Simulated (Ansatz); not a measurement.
**BiS4: from a guess to a relaxed structure**

Where does this trial cell of BiS4 go when cell and atoms are let free?

Computed with Ansatz 0.2.0 (DFT PBE, scalar-relativistic, plane waves, PAW, unless a step's input says otherwise).

**1. The starting structure**

Symmetry: Im-3m, No. 229, cubic system. The conventional cell has a = 6.738 Å, b = 6.738 Å, c = 6.738 Å, α = 90.00°, β = 90.00°, γ = 90.00°. Bi (site symmetry m-3m) is surrounded by 8 S at 2.92 Å. Around S (site symmetry -3m) lie 2 Bi at 2.92 Å.

Structure file:

```cif
data_structure
_symmetry_space_group_name_H-M 'P 1'
_symmetry_Int_Tables_number 1
_cell_length_a 5.8351
_cell_length_b 5.8351
_cell_length_c 5.8351
_cell_angle_alpha 109.471
_cell_angle_beta 109.471
_cell_angle_gamma 109.471
_cell_volume 152.94
loop_
_atom_site_label
_atom_site_type_symbol
_atom_site_fract_x
_atom_site_fract_y
_atom_site_fract_z
_atom_site_occupancy
Bi1 Bi 0.00000 0.00000 0.00000 1
S1 S 0.50000 0.50000 0.50000 1
S2 S 0.00000 0.00000 0.50000 1
S3 S 0.00000 0.50000 0.00000 1
S4 S 0.50000 0.00000 0.00000 1
```

The cell is invented: random cell by space group and Wyckoff sites (Im-3m, No. 229). The dimensions are guesses.

**2. A first look at the guess**

The input, input.yaml:

```yaml
crystal:
  lattice:
    - [-3.36887398, 3.36887398, 3.36887398]
    - [3.36887398, -3.36887398, 3.36887398]
    - [3.36887398, 3.36887398, -3.36887398]
  atoms:
    - { symbol: Bi, position: [0.0, 0.0, 0.0] }
    - { symbol: S, position: [0.5, 0.5, 0.5] }
    - { symbol: S, position: [0.0, 0.0, 0.5] }
    - { symbol: S, position: [0.0, 0.5, 0.0] }
    - { symbol: S, position: [0.5, 0.0, 0.0] }
basis:
  ecutwfc: 420
kpoints:
  mp_grid: { grid: [4, 4, 4] }
hamiltonian:
  xc: pbe
scf:
  occupations: { method: gaussian, width: 0.1 }
  lower_state_search: "off"
output:
  forces: true
  stress: true
  eigenvalues: true
```

The run is started by

```
ansatz run input.yaml --threads 1 --pin off --max-ram 2560MiB --backend cpu --events-out ev --progress --plain --runs-dir out
```

The log of the run (excerpt; [...] marks lines left out):

```text
Warning: RAYON_NUM_THREADS=1 ignored (pool sized by the plan → 1); use --threads N
[...]
Pseudopotentials: kind: paw
Pseudopotential: Bi, paw, valence charge 15, recommended cutoff 420 eV (normal), Bi.paw.azcp
Pseudopotential: S, paw, valence charge 6, recommended cutoff 420 eV (normal), S.paw.azcp
Functional definition: PBE
[...]
Crystal: 5 atoms, lattice volume = 152.938 Å³
Basis set: ecut = 420 eV, 3043 PW (Γ), exchange–correlation on 80×80×80 points (8 copies of the dense FFT grid, shifted against one another)
Bands: 25, of which v1, the nominal top of the filled ones, is band 20 counted from 1 (19 counted from 0)
Symmetry: 48 space group operations
Space group: Im-3m (ITA 229), of the structure as read, at distance tolerance 5.3e-5 Å
k-points: 8 of 64
[...]
SCF iter   1: F=—  HF=-16000.206637 eV  |F-HF|=—  |Δ(HF+E_count)|=         —  Δρ=2.10e-3  dr2=8.51e-3  ethr=1.77e-3  ⟨swp⟩=7.5  Hψ=1005  notcnv=0
[...]
SCF iter   6: F=-16000.205909 eV  HF=-16000.205909 eV  |F-HF|=5.00e-9  |Δ(HF+E_count)|=   6.17e-7  Δρ=4.29e-6  dr2=2.71e-8  ethr=2.56e-10  ⟨swp⟩=8.9  Hψ=998  notcnv=0
[...]
SCF converged after 6 iterations
Free energy (F): -16000.205909 eV
[...]
E sigma→0 (E₀):  -16000.176074 eV
Entropy (-TS):   -0.059670 eV (-11.934 meV/atom)
Fermi energy:    3.087240 eV
[...]
--- Forces (eV/Å), atoms counted from 1 ---
  atom   1  Bi    -0.00000000     0.00000000     0.00000000
  atom   2  S      0.00000000     0.00000000     0.00000000
  atom   3  S      0.00000000     0.00000000    -0.00000000
  atom   4  S      0.00000000    -0.00000000    -0.00000000
  atom   5  S      0.00000000    -0.00000000    -0.00000000
[...]
--- Stress (GPa, compression-positive) ---
       -5.356817       0.000000       0.000000
        0.000000      -5.356817      -0.000000
       -0.000000      -0.000000      -5.356817
  P = ⅓ Tr σ = -5.3568 GPa (-53.568 kbar)
--- Band table (eV; the first three rows and the last of 8) ---
  k-point 0: bands = ["-19.6944", "-19.6944", "-19.6944", "-19.6805", "-19.6805", "-10.0334", "-7.8006", "-7.8006", "-7.8006", "-5.3553", "-1.2077", "-1.2077", "-1.2077", "0.9748", "0.9748", "0.9748", "3.1371", "3.1371", "3.1371", "3.3293", "4.2204", "4.2204", "8.4161", "8.4161", "8.9392"]
[...]
```

Run time: 2.1 s. Hardware: 1 thread of Arm Neoverse V1, shared host; peak memory 0.36 GiB.

The probe gives pressure -5.4 GPa, largest force 0.00 eV/Å, gap on this mesh none (metal). A cheap, loose relaxation comes first.

**3. Rough relaxation on the coarse mesh**

Changes to input.yaml since step 2:

```diff
@@ -24 +24,6 @@
   eigenvalues: true
+relax:
+  adjacent_minimum: "off"
+  f_tol: 0.04
+  max_steps: 70
+  cell: { stress_tol: 0.4 }
```

The run is started by

```
ansatz run input.yaml --threads 1 --pin off --max-ram 2560MiB --backend cpu --events-out ev --progress --plain --runs-dir out
```

The log of the run:

```text
Warning: RAYON_NUM_THREADS=1 ignored (pool sized by the plan → 1); use --threads N
Engine: ansatz 0.2.0, aarch64-unknown-linux-gnu
[... 4 set-up lines as earlier in the session ...]
  parameter kappa = 0.804
  parameter beta = 0.06672455060314922
  exchange = pbe_x(kappa = kappa, mu = beta*pi^2/3)
  correlation = pbe_c(beta = beta)
Crystal: 5 atoms, lattice volume = 152.938 Å³
Basis set: ecut = 420 eV, 3043 PW (Γ), exchange–correlation on 80×80×80 points (8 copies of the dense FFT grid, shifted against one another)
Bands: 25, of which v1, the nominal top of the filled ones, is band 20 counted from 1 (19 counted from 0)
[... 2 set-up lines as earlier in the session ...]
k-points: 8 of 64
Non-local potential: Bi, projectors of the file, l = 0: 2, l = 1: 2, l = 2: 2, l = 3: 2
Non-local potential: S, projectors of the file, l = 0: 2, l = 1: 2, l = 2: 2
PAW form: soft (Blöchl's): semilocal exchange-correlation on the pseudo side does not see the compensation charge
PAW one-centre angular grid: Bi, 590 points (default); XC on 64 Gauss nodes
PAW one-centre angular grid: S, 110 points (default); XC on 64 Gauss nodes
Initial density: superposition of atomic densities (neutral atoms: chi_scale 0, normalization atom), corrected by the library's trained network
Initial wavefunctions: pseudopotential atomic-orbital guess
Functional: x = pbe(κ = 0.804, μ = 0.2195149727645171), c = pbe(β = 0.06672455060314922)
SCF iter   1: F=—  HF=-16000.206637 eV  |F-HF|=—  |Δ(HF+E_count)|=         —  Δρ=2.10e-3  dr2=8.51e-3  ethr=1.77e-3  ⟨swp⟩=7.5  Hψ=1005  notcnv=0
preconditioner: auto → LDOS  [metal: Δε(μ)=0.002 eV  Ē_g=7.125 eV  σ=0.100 eV  W_gap=0.01  n_scr=18 (ndim 8)  ℏωp=16.2 eV  f_vac=0.068  D(μ)=11.91/eV (n_scr^D=140)  β→1.0]
SCF iter   2: F=—  HF=-16000.206032 eV  |F-HF|=—  |Δ(HF+E_count)|=   6.05e-4  Δρ=7.27e-4  dr2=1.18e-3  ethr=2.18e-5  ⟨swp⟩=2.1  Hψ=416  notcnv=0
SCF iter   3: F=—  HF=-16000.206101 eV  |F-HF|=—  |Δ(HF+E_count)|=   6.94e-5  Δρ=3.64e-4  dr2=1.79e-4  ethr=3.03e-6  ⟨swp⟩=2.1  Hψ=333  notcnv=0
SCF iter   4: F=—  HF=-16000.206068 eV  |F-HF|=—  |Δ(HF+E_count)|=   3.27e-5  Δρ=6.33e-5  dr2=1.15e-5  ethr=4.59e-7  ⟨swp⟩=2.0  Hψ=336  notcnv=0
SCF iter   5: F=—  HF=-16000.205908 eV  |F-HF|=—  |Δ(HF+E_count)|=   1.60e-4  Δρ=1.77e-5  dr2=3.63e-7  ethr=2.95e-8  ⟨swp⟩=2.4  Hψ=344  notcnv=0
SCF iter   6: F=-16000.205909 eV  HF=-16000.205909 eV  |F-HF|=5.00e-9  |Δ(HF+E_count)|=   6.17e-7  Δρ=4.29e-6  dr2=2.71e-8  ethr=2.56e-10  ⟨swp⟩=8.9  Hψ=998  notcnv=0
SCF 1 converged in 6 iterations: F = -16000.205909 eV  dr2 = 2.71e-8
relax step   1: F+E_penalty+E_count = -16000.20590900 eV  Δ(F+E_penalty+E_count) = +0.000e0 eV  max|allowed force component| = 4.707e-30 eV/Å  Δτ_max = 0.0000 Å  P = -5.357 GPa  Ω = 152.938 Å³  (6 SCF iters, dr2 threshold 1.00e-7 eV, accepted)
Crystal: 5 atoms, lattice volume = 131.643 Å³
Basis set: ecut = 420 eV, 2587 PW (Γ), exchange–correlation on 80×80×80 points (8 copies of the dense FFT grid, shifted against one another)
Initial density: handed on by an earlier stage of this run
Initial wavefunctions: those handed on with the density
iter 1 solved again at ethr=4.68e-5 eV; its pass at ethr=3.10e-3 eV (dr2=1.82e-2 eV) is discarded
SCF iter   1: F=—  HF=-16000.651016 eV  |F-HF|=—  |Δ(HF+E_count)|=         —  Δρ=2.48e-3  dr2=1.70e-2  ethr=4.68e-5  ⟨swp⟩=2.2  Hψ=1193  notcnv=0
preconditioner: auto → LDOS  [metal: Δε(μ)=0.037 eV  Ē_g=7.782 eV  σ=0.100 eV  W_gap=0.21  n_scr=18 (ndim 8)  ℏωp=17.4 eV  f_vac=0.033  D(μ)=11.08/eV (n_scr^D=134)  β→1.0]
SCF iter   2: F=—  HF=-16000.647698 eV  |F-HF|=—  |Δ(HF+E_count)|=   3.32e-3  Δρ=1.14e-3  dr2=2.94e-3  ethr=4.36e-5  ⟨swp⟩=2.6  Hψ=361  notcnv=0
SCF iter   3: F=—  HF=-16000.647631 eV  |F-HF|=—  |Δ(HF+E_count)|=   6.69e-5  Δρ=4.83e-4  dr2=5.65e-4  ethr=7.53e-6  ⟨swp⟩=2.1  Hψ=349  notcnv=0
SCF iter   4: F=—  HF=-16000.647405 eV  |F-HF|=—  |Δ(HF+E_count)|=   2.26e-4  Δρ=1.21e-4  dr2=2.36e-5  ethr=1.45e-6  ⟨swp⟩=2.0  Hψ=319  notcnv=0
SCF iter   5: F=—  HF=-16000.647452 eV  |F-HF|=—  |Δ(HF+E_count)|=   4.69e-5  Δρ=3.27e-5  dr2=2.89e-6  ethr=6.04e-8  ⟨swp⟩=2.4  Hψ=334  notcnv=0
SCF iter   6: F=-16000.647452 eV  HF=-16000.647452 eV  |F-HF|=8.13e-8  |Δ(HF+E_count)|=   3.69e-7  Δρ=9.55e-6  dr2=2.04e-7  ethr=1.28e-9  ⟨swp⟩=7.5  Hψ=952  notcnv=0
SCF 2 converged in 6 iterations: F = -16000.647452 eV  dr2 = 2.04e-7
relax step   2: F+E_penalty+E_count = -16000.64745156 eV  Δ(F+E_penalty+E_count) = -4.415e-1 eV  max|allowed force component| = 2.301e-30 eV/Å  Δτ_max = 0.0000 Å  P = -0.577 GPa  Ω = 131.643 Å³  energy of the carried Pulay correction = +1.450e-3 eV  (6 SCF iters, dr2 threshold 5.00e-7 eV, accepted)
Crystal: 5 atoms, lattice volume = 129.468 Å³
Basis set: ecut = 420 eV, 2491 PW (Γ), exchange–correlation on 80×80×80 points (8 copies of the dense FFT grid, shifted against one another)
iter 1 solved again at ethr=8.36e-7 eV; its pass at ethr=3.10e-3 eV (dr2=3.26e-4 eV) is discarded
SCF iter   1: F=—  HF=-16000.650251 eV  |F-HF|=—  |Δ(HF+E_count)|=         —  Δρ=3.14e-4  dr2=2.10e-4  ethr=8.36e-7  ⟨swp⟩=3.1  Hψ=1136  notcnv=0
preconditioner: auto → LDOS  [metal: Δε(μ)=0.026 eV  Ē_g=7.879 eV  σ=0.100 eV  W_gap=0.14  n_scr=18 (ndim 8)  ℏωp=17.6 eV  f_vac=0.039  D(μ)=10.79/eV (n_scr^D=134)  β→1.0]
SCF iter   2: F=—  HF=-16000.650270 eV  |F-HF|=—  |Δ(HF+E_count)|=   1.88e-5  Δρ=1.22e-4  dr2=3.50e-5  ethr=5.39e-7  ⟨swp⟩=2.9  Hψ=386  notcnv=0
SCF iter   3: F=—  HF=-16000.650272 eV  |F-HF|=—  |Δ(HF+E_count)|=   2.23e-6  Δρ=5.43e-5  dr2=5.96e-6  ethr=8.96e-8  ⟨swp⟩=2.4  Hψ=356  notcnv=0
SCF iter   4: F=-16000.650270 eV  HF=-16000.650270 eV  |F-HF|=1.46e-7  |Δ(HF+E_count)|=   2.05e-6  Δρ=1.48e-5  dr2=3.21e-7  ethr=1.28e-9  ⟨swp⟩=5.2  Hψ=1003  notcnv=0
SCF 3 converged in 4 iterations: F = -16000.650270 eV  dr2 = 3.21e-7
relax step   3: F+E_penalty+E_count = -16000.65027021 eV  Δ(F+E_penalty+E_count) = -2.819e-3 eV  max|allowed force component| = 7.126e-30 eV/Å  Δτ_max = 0.0000 Å  P = +0.196 GPa  Ω = 129.468 Å³  energy of the carried Pulay correction = +1.611e-3 eV  (4 SCF iters, dr2 threshold 5.00e-7 eV, accepted)
Initial wavefunctions: pseudopotential atomic-orbital guess (no wavefunctions were taken with the density)
iter 1 solved again at ethr=3.10e-7 eV; its pass at ethr=3.10e-3 eV (dr2=1.21e-4 eV) is discarded
SCF iter   1: F=—  HF=-16000.648418 eV  |F-HF|=—  |Δ(HF+E_count)|=         —  Δρ=1.20e-4  dr2=3.11e-6  ethr=3.10e-7  ⟨swp⟩=3.2  Hψ=1530  notcnv=0
preconditioner: auto → LDOS  [metal: Δε(μ)=0.027 eV  Ē_g=7.880 eV  σ=0.100 eV  W_gap=0.15  n_scr=18 (ndim 8)  ℏωp=17.6 eV  f_vac=0.040  D(μ)=10.77/eV (n_scr^D=134)  β→1.0]
SCF iter   2: F=—  HF=-16000.648451 eV  |F-HF|=—  |Δ(HF+E_count)|=   3.27e-5  Δρ=2.18e-5  dr2=3.39e-7  ethr=7.98e-9  ⟨swp⟩=2.0  Hψ=342  notcnv=0
SCF iter   3: F=—  HF=-16000.648451 eV  |F-HF|=—  |Δ(HF+E_count)|=   1.43e-7  Δρ=4.95e-6  dr2=3.06e-8  ethr=8.69e-10  ⟨swp⟩=2.0  Hψ=314  notcnv=0
SCF iter   4: F=—  HF=-16000.648451 eV  |F-HF|=—  |Δ(HF+E_count)|=   8.92e-9  Δρ=1.19e-6  dr2=4.52e-9  ethr=8.21e-12  ⟨swp⟩=6.5  Hψ=908  notcnv=0
SCF iter   5: F=-16000.648451 eV  HF=-16000.648451 eV  |F-HF|=2.38e-10  |Δ(HF+E_count)|=  8.31e-10  Δρ=3.02e-7  dr2=2.48e-10  ethr=8.21e-12  ⟨swp⟩=4.9  Hψ=666  notcnv=0
SCF 4 converged in 5 iterations: F = -16000.648451 eV  dr2 = 2.48e-10
relax step   4: F+E_penalty+E_count = -16000.64845066 eV  Δ(F+E_penalty+E_count) = +1.820e-3 eV  max|allowed force component| = 7.967e-30 eV/Å  Δτ_max = 0.0000 Å  P = +0.197 GPa  Ω = 129.468 Å³  stress off target by 1.97e-1 GPa  SCF on the basis re-selected at this cell (its energy is not comparable with the rows above)  (5 SCF iters)
basis re-selected at this cell: Δ(F+E_penalty+E_count) = +1.820e-3 eV, ΔP = +0.002 GPa vs the last step (what re-selecting the basis moved, of the pressure what is left beyond the Pulay correction that the steps carried, after the strain that the cell walked since its last selection, with what the two solves' SCF thresholds leave and, on support functions, any second-order correction that the steps lacked; it is no measure of the basis error at this ecutwfc). This SCF's stress stands 1.97e-1 GPa from its target on what of the cell is left free (relax.cell.stress_tol is 4.00e-1 GPa) and its largest allowed force component is 7.97e-30 eV/Å (relax.f_tol is 4.00e-2 eV/Å): within both
SCF converged after 5 iterations
Free energy (F): -16000.648451 eV
Harris-Foulkes:  -16000.648451 eV  (|F-HF|=2.38e-10)
Internal energy: -16000.594604 eV  (E = F + TS)
E sigma→0 (E₀):  -16000.621527 eV
Entropy (-TS):   -0.053847 eV (-10.769 meV/atom)
Fermi energy:    4.967908 eV
--- Per-component energies (eV) ---
  E_band       = -189.550246
  E_kinetic    = 715.699444
  E_local      = -2455.971904  (includes V_loc(G=0)·N_el)
  E_nonlocal   = 679.922067
  E_hartree    = 831.041933
  E_xc         = -532.871645
  E_vxc        = -484.623755  (∫ρ·V_xc dr)
  E_paw        = -13064.315021  (= ΣΔE_a)
  E_vpaw       = -306.658838  (= ΣTr[D̂ρ^β])
  E_aug_tail   = -0.000415  (compensation charges beyond the density's cutoff)
  E_ewald      = -2174.099063
  E_smearing   = -0.053847  (= −TS)
  E_closure    = 0.000000  (closes the sum)
  Σ components = -16000.648451   (vs F -16000.648451, Δ=0.00e0)
--- Forces (eV/Å), atoms counted from 1 ---
  atom   1  Bi    -0.00000000     0.00000000     0.00000000
  atom   2  S      0.00000000     0.00000000     0.00000000
  atom   3  S      0.00000000     0.00000000    -0.00000000
  atom   4  S      0.00000000    -0.00000000     0.00000000
  atom   5  S      0.00000000    -0.00000000    -0.00000000
  max |Σ_I F_I| component: 1.31e-30 eV/Å
--- Stress (GPa, compression-positive) ---
        0.197457      -0.000000       0.000000
       -0.000000       0.197457       0.000000
       -0.000000       0.000000       0.197457
  P = ⅓ Tr σ = 0.1975 GPa (1.975 kbar)
--- Band table (eV; the first three rows and the last of 8) ---
  k-point 0: bands = ["-17.8713", "-17.8713", "-17.8713", "-17.8257", "-17.8257", "-9.2512", "-6.1555", "-6.1555", "-6.1555", "-3.1131", "-0.3256", "-0.3256", "-0.3256", "2.1792", "2.1792", "2.1792", "4.9610", "4.9610", "4.9610", "5.2161", "6.4205", "6.4205", "9.7041", "9.7041", "11.2221"]
  k-point 1: bands = ["-17.8715", "-17.8692", "-17.8668", "-17.8259", "-17.8259", "-8.9475", "-6.6285", "-6.3397", "-6.1943", "-3.8601", "-0.2482", "0.4867", "1.4400", "2.2675", "2.3220", "2.7253", "4.2609", "4.4004", "4.6201", "5.1643", "5.6827", "6.1245", "9.4760", "10.3361", "10.5878"]
  k-point 2: bands = ["-17.8717", "-17.8671", "-17.8622", "-17.8261", "-17.8260", "-8.3983", "-7.3993", "-6.5044", "-6.2321", "-4.1988", "-0.1722", "1.8277", "2.3491", "2.7266", "3.1244", "3.3734", "3.3738", "4.1096", "4.1222", "4.6030", "5.5798", "5.6863", "6.6709", "9.7434", "11.0290"]
  k-point 7: bands = ["-17.8624", "-17.8624", "-17.8624", "-17.8267", "-17.8267", "-7.3071", "-7.3071", "-7.3071", "-6.6147", "-5.4358", "1.1910", "1.1910", "2.5392", "2.5392", "2.5392", "5.2956", "5.3992", "5.3992", "5.3992", "5.9372", "5.9372", "5.9372", "6.1850", "6.1850", "6.1850"]
--- Relaxed structure (3 steps of the walk, 3 accepted, 1 SCFs on fresh bases) ---
  F+E_penalty+E_count = -16000.64845066 eV   max|allowed force component| = 7.967e-30 eV/Å   (the final SCF, on the basis selected at the relaxed cell)
  cell:  # Å, volume = 129.4684 Å³
    - [-3.186895975496937, 3.186895975496937, 3.186895975496937]
    - [3.186895975496937, -3.186895975496937, 3.186895975496937]
    - [3.186895975496937, 3.186895975496937, -3.186895975496937]
  atoms:
    - { symbol: Bi, position: [-4.7640298504721005e-37, -7.265145521987385e-36, 2.9775186565464916e-36] }
    - { symbol: S, position: [0.5, 0.5, 0.5] }
    - { symbol: S, position: [0.0, 0.0, 0.5] }
    - { symbol: S, position: [0.0, 0.5, 0.0] }
    - { symbol: S, position: [0.5, 0.0, 0.0] }
```

Run time: 8.8 s. Hardware: 1 thread of Arm Neoverse V1, shared host; peak memory 0.37 GiB.

The steps of the relaxation:

| step | energy from step 1 (eV/cell) | largest force component (eV/Å) | pressure (GPa) | volume (Å³) |
| --- | --- | --- | --- | --- |
| 1 | 0.0000 | 0.0000 | -5.36 | 152.94 |
| 2 | -0.4415 | 0.0000 | -0.58 | 131.64 |
| 3 | -0.4444 | 0.0000 | 0.20 | 129.47 |
| 4 | -0.4425 | 0.0000 | 0.20 | 129.47 |

Step 1 is the start. Step 4 repeats the geometry before it on a plane-wave basis chosen anew for that cell, so its energy need not be comparable with the rows above.

Lengths and angles in the start's conventional setting:

|  | before | after | change |
| --- | --- | --- | --- |
| a (Å) | 6.738 | 6.374 | -5.4 % |
| b (Å) | 6.738 | 6.374 | -5.4 % |
| c (Å) | 6.738 | 6.374 | -5.4 % |
| volume (Å³/atom) | 30.59 | 25.89 | -15.3 % |
| shortest distance (Å) | 2.918 | 2.760 | -5.4 % |
| space group (0.01 Å) | Im-3m | Im-3m | same |

Forces and stress were held to the start's 48 operations: a distortion of lower symmetry was not tested.

**4. Final relaxation**

The end of the coarse run is made exact in the group found at a tolerance of 0.06 Å and reduced to its primitive cell.

The input, input.yaml:

```yaml
crystal:
  lattice:
    - [-3.1868959755, 3.1868959755, 3.1868959755]
    - [3.1868959755, -3.1868959755, 3.1868959755]
    - [3.1868959755, 3.1868959755, -3.1868959755]
  atoms:
    - { symbol: Bi, position: [0.0, 0.0, 0.0] }
    - { symbol: S, position: [0.5, 0.5, 0.5] }
    - { symbol: S, position: [0.0, 0.0, 0.5] }
    - { symbol: S, position: [0.0, 0.5, 0.0] }
    - { symbol: S, position: [0.5, 0.0, 0.0] }
basis:
  ecutwfc: 420
kpoints:
  mp_grid: { grid: [8, 8, 8] }
hamiltonian:
  xc: pbe
scf:
  occupations: { method: gaussian, width: 0.1 }
output:
  forces: true
  stress: true
  eigenvalues: true
relax:
  adjacent_minimum: "off"
  f_tol: 0.01
  max_steps: 80
  cell: { stress_tol: 0.05 }
```

The run is started by

```
ansatz run input.yaml --threads 1 --pin off --max-ram 2560MiB --backend cpu --events-out ev --progress --plain --runs-dir out
```

The log of the run (excerpt; [...] marks lines left out):

```text
Warning: RAYON_NUM_THREADS=1 ignored (pool sized by the plan → 1); use --threads N
[...]
[... 4 set-up lines as earlier in the session ...]
[...]
Crystal: 5 atoms, lattice volume = 129.468 Å³
Basis set: ecut = 420 eV, 2491 PW (Γ), exchange–correlation on 80×80×80 points (8 copies of the dense FFT grid, shifted against one another)
Bands: 25, of which v1, the nominal top of the filled ones, is band 20 counted from 1 (19 counted from 0)
[... 1 set-up line as earlier in the session ...]
Space group: Im-3m (ITA 229), of the structure as read, at distance tolerance 5.1e-5 Å
k-points: 29 of 512
[...]
SCF iter   1: F=—  HF=-16000.774045 eV  |F-HF|=—  |Δ(HF+E_count)|=         —  Δρ=2.04e-3  dr2=9.25e-3  ethr=1.77e-3  ⟨swp⟩=6.9  Hψ=3708  notcnv=0
[...]
  atom   4  S      0.00000000    -0.00000000     0.00000000
  atom   5  S      0.00000000     0.00000000     0.00000000
[...]
--- Stress (GPa, compression-positive) ---
        0.017547       0.000000      -0.000000
       -0.000000       0.017547       0.000000
        0.000000      -0.000000       0.017547
  P = ⅓ Tr σ = 0.0175 GPa (0.175 kbar)
--- Band table (eV; the first three rows and the last of 29) ---
[... band rows left out ...]
[...]
--- Relaxed structure (1 steps of the walk, 1 accepted, 1 SCFs on fresh bases) ---
  F+E_penalty+E_count = -16000.77412968 eV   max|allowed force component| = 4.838e-30 eV/Å   (the final SCF, on the basis selected at the relaxed cell)
  cell:  # Å, volume = 129.4684 Å³
    - [-3.1868959755, 3.1868959755, 3.1868959755]
    - [3.1868959755, -3.1868959755, 3.1868959755]
    - [3.1868959755, 3.1868959755, -3.1868959755]
  atoms:
    - { symbol: Bi, position: [0.0, 0.0, 0.0] }
    - { symbol: S, position: [0.5, 0.5, 0.5] }
    - { symbol: S, position: [0.0, 0.0, 0.5] }
    - { symbol: S, position: [0.0, 0.5, 0.0] }
    - { symbol: S, position: [0.5, 0.0, 0.0] }
```

Run time: 12 s. Hardware: 1 thread of Arm Neoverse V1, shared host; peak memory 0.4 GiB.

The steps of the relaxation:

```csv
step,E - E(step 1) (eV/cell),largest force component (eV/Å),pressure (GPa),volume (Å³)
1,0.0000,0.0000,0.02,129.47
2,0.0000,0.0000,0.02,129.47
```

Step 1 is the start. Step 2 repeats the geometry before it on a plane-wave basis chosen anew for that cell, so its energy need not be comparable with the rows above.

Lengths and angles in the start's conventional setting:

|  | before | after | change |
| --- | --- | --- | --- |
| a (Å) | 6.374 | 6.374 | 0.0 % |
| b (Å) | 6.374 | 6.374 | 0.0 % |
| c (Å) | 6.374 | 6.374 | 0.0 % |
| volume (Å³/atom) | 25.89 | 25.89 | 0.0 % |
| shortest distance (Å) | 2.760 | 2.760 | 0.0 % |
| space group (0.01 Å) | Im-3m | Im-3m | same |

Forces and stress were held to the start's 48 operations: a distortion of lower symmetry was not tested.

**5. What came out**

| quantity | value |
| --- | --- |
| symmetry at the end (tolerance 0.05 Å) | space group Im-3m (No. 229) |
| conventional cell | a = 6.374 Å, b = 6.374 Å, c = 6.374 Å, α = 90.00°, β = 90.00°, γ = 90.00° |
| volume | 25.89 Å³/atom |
| energy over the elements | +0.81 eV/atom |
| gap on the mesh | none (metal) |

The space group Im-3m (No. 229) is kept, and the volume per atom shrinks by 15.3 % from the first guess. With a positive formation energy it can't be a ground state. No finished test with a distortion of lower symmetry is shown, so the end may be a saddle point. The runs treat Bi without spin-orbit coupling. The final runs have no spin polarisation, so no magnetic state was tried and one may lie lower.
